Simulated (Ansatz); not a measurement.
# C₃H₁₁GaO₂Si: basis-set convergence

The task here is to estimate one member of a computed series from the others.

Method: one geometry, several basis sets; program: Ansatz 0.2.0, Gaussian basis.

Plan: PBE0-D4/def2-SVP; ωB97M-V/def2-SVP; PBE0-D4/def2-QZVPP; ωB97M-V/def2-QZVPP; the functionals' def2-TZVPP values are taken from earlier runs.

### The geometry

An earlier PBE0-D4 in a triple-zeta def2 set relaxation fixed the geometry.

SMILES `CCO[CH]([GaH2])O[SiH3]`, 18 atoms, charge 0, spin multiplicity 1.

Atoms are counted from 1 here; the program's logs count them from 0.

Bond lengths: C1–C2 1.512 Å, C1–H8 1.092 Å, C1–H9 1.093 Å, C1–H10 1.093 Å, C2–O3 1.425 Å, C2–H11 1.092 Å, C2–H12 1.095 Å, O3–C4 1.390 Å, C4–Ga5 2.030 Å, C4–O6 1.442 Å, C4–H13 1.098 Å, Ga5–H14 1.573 Å, Ga5–H15 1.567 Å, O6–Si7 1.635 Å, Si7–H16 1.482 Å, Si7–H17 1.525 Å, Si7–H18 1.479 Å. Angles: C2–C1–H8 110.5°, C2–C1–H9 111.6°, C2–C1–H10 110.2°, H8–C1–H9 108.4°, H8–C1–H10 108.4°, H9–C1–H10 107.6°, C1–C2–O3 111.9°, C1–C2–H11 110.4°, C1–C2–H12 111.3°, O3–C2–H11 105.7°, O3–C2–H12 109.6°, H11–C2–H12 107.6°, C2–O3–C4 114.8°, O3–C4–Ga5 108.9°, O3–C4–O6 110.8°, O3–C4–H13 111.0°, Ga5–C4–O6 108.7°, Ga5–C4–H13 113.2° and more.

Set-up of the first run:

in.yaml

```yaml
crystal:
  periodic: [false, false, false]
  atoms:
    - {symbol: C, position_ang: [-2.698877, 0.093511, -0.759528]}
    - {symbol: C, position_ang: [-1.579944, 0.883843, -0.119390]}
    - {symbol: O, position_ang: [-0.300357, 0.480741, -0.600781]}
    - {symbol: C, position_ang: [0.246761, -0.619127, 0.048747]}
    - {symbol: Ga, position_ang: [1.868436, -1.258436, -0.991634]}
    - {symbol: O, position_ang: [0.662576, -0.269888, 1.385051]}
    - {symbol: Si, position_ang: [2.074073, 0.550245, 1.476046]}
    - {symbol: H, position_ang: [-2.672093, 0.202554, -1.845492]}
    - {symbol: H, position_ang: [-2.629211, -0.969888, -0.518653]}
    - {symbol: H, position_ang: [-3.667254, 0.450509, -0.400035]}
    - {symbol: H, position_ang: [-1.669201, 1.943198, -0.370449]}
    - {symbol: H, position_ang: [-1.605380, 0.798044, 0.972103]}
    - {symbol: H, position_ang: [-0.507503, -1.402397, 0.197447]}
    - {symbol: H, position_ang: [2.548366, -2.582125, -0.482712]}
    - {symbol: H, position_ang: [2.277130, -0.580127, -2.343748]}
    - {symbol: H, position_ang: [1.971236, 2.015311, 1.278372]}
    - {symbol: H, position_ang: [2.923547, 0.024286, 0.323853]}
    - {symbol: H, position_ang: [2.757686, 0.239747, 2.750813]}
basis:
  gaussian: {orbitals: def2-SVP}
hamiltonian: {xc: pbe0, dispersion: d4}
output: {orbitals: {seedname: orbitals}}
```

Run with:

```bash
ansatz run in.yaml --threads 2 --pin off --events-out ev --progress --plain --max-ram 22528MiB --backend cpu
```

Among the steps run: PBE0-D4 in def2-SVP; ωB97M-V in def2-SVP; PBE0-D4 in def2-QZVPP; ωB97M-V in def2-QZVPP.

One of the session's tables, all rows but one given; the rest of the session is left out.

It belongs to the step «Functionals by basis». 

```
functional       basis  HOMO (eV)
   PBE0-D4    def2-SVP      -7.12
   PBE0-D4  def2-TZVPP      -7.15
   PBE0-D4  def2-QZVPP      -7.17
   ωB97M-V    def2-SVP      -9.33
   ωB97M-V  def2-TZVPP          ?
   ωB97M-V  def2-QZVPP      -9.41
```

Q: Estimate the row for ωB97M-V, def2-TZVPP from the others.

As computed: HOMO (eV): -9.39. In the column «HOMO (eV)» it lies between ωB97M-V, def2-QZVPP (-9.41) and ωB97M-V, def2-SVP (-9.33).
